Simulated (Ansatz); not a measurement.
# GeNH5 (singlet): wave-function methods side by side, cc-pVDZ

The task here is to estimate one member of a computed series from the others.

Method: cc-pVDZ, core rule «outside noble gas», up to 15 orbitals frozen; program: Ansatz 0.2.0, Gaussian basis.

Plan: UHF; CCSD(T) on RHF; BCCD(T) on RHF; CISD; CCSDT(Q) on RHF; CASSCF and MRCISD+Q, 8 electrons in 8 orbitals; CASSCF and NEVPT2, 8 electrons in 8 orbitals.

9 further runs of the same task are left out: 3 that didn't finish, 6 set aside as unsound or not needed.

### The system

The geometry is a PBE0/def2-TZVP stationary point (not a proven minimum). No spin-orbit coupling is included. The filled d shell of Ge may be among the frozen orbitals whatever the setting's name suggests; the logs give the count.

7 atoms, charge 0, spin multiplicity 1.

Atoms are counted from 1 here; the program's logs count them from 0.

Bond lengths: Ge1–N2 1.843 Å, Ge1–H3 1.536 Å, Ge1–H4 1.536 Å, Ge1–H5 1.548 Å, N2–H6 1.011 Å, N2–H7 1.011 Å. Angles: N2–Ge1–H3 106.9°, N2–Ge1–H4 106.9°, N2–Ge1–H5 114.5°, H3–Ge1–H4 111.0°, H3–Ge1–H5 108.8°, H4–Ge1–H5 108.8°, Ge1–N2–H6 113.6°, Ge1–N2–H7 113.6°, H6–N2–H7 108.0°.

The first run:

Contents of in.yaml:

```yaml
crystal:
  periodic: [false, false, false]
  atoms:
    - {symbol: Ge, position_ang: [-0.008963, 0.000000, 0.314184]}
    - {symbol: N, position_ang: [0.094298, 0.000000, -1.526389]}
    - {symbol: H, position_ang: [0.711090, -1.266227, 0.801499]}
    - {symbol: H, position_ang: [0.711092, 1.266226, 0.801499]}
    - {symbol: H, position_ang: [-1.451373, 0.000001, 0.875284]}
    - {symbol: H, position_ang: [-0.317629, -0.818085, -1.954801]}
    - {symbol: H, position_ang: [-0.317628, 0.818086, -1.954801]}
basis:
  gaussian: {orbitals: cc-pVDZ}
magnetization: {spin_polarized: true, initial_magnetization: 0}
hamiltonian: {xc: hf}
output: {orbitals: {seedname: orbitals}}
```

Launch:

```bash
ansatz run in.yaml --threads 1 --pin off --events-out ev --progress --plain --max-ram 2393MiB
```

Steps of the session up to this table: UHF; CCSD(T) on RHF; BCCD(T) on RHF; CISD; CCSDT(Q) on RHF; CASSCF and MRCISD+Q, 8 electrons in 8 orbitals; CASSCF and NEVPT2, 8 electrons in 8 orbitals.

One table of the session follows, with a row left open; its other results are not shown here.

| method | from RCCSDT(Q) (kJ/mol) |
| --- | --- |
| RHF | +847.7 |
| RMP2 | +110.9 |
| RCCSD | +21.9 |
| RCCSD(T) | +3.3 |
| BCCD(T) | +3.2 |
| RCCSDT | ? |
| RCCSDT(Q) | 0 |
| CASSCF frontier | +561.0 |
| MRCISD frontier | +44.2 |
| MRCISD+Q frontier | +2.4 |

Q: Estimate the row for RCCSDT from the others.

As computed: from RCCSDT(Q) (kJ/mol): +1.5. In the column «from RCCSDT(Q) (kJ/mol)» it lies between RCCSDT(Q) (0) and MRCISD+Q frontier (+2.4).

Not comparable, so not listed: CISD; CASSCF and NEVPT2, 8 electrons in 8 orbitals (they don't share determinant, frozen orbitals or solution with the rows shown, or repeat one).

With the free atoms at the same levels and basis (separate runs), the atomisation energy is 18.811 eV at RCCSDT(Q), 18.789 eV at RCCSD(T), 13.967 eV at RHF.

Limits of these values: Warnings in the runs' records: passed over end.
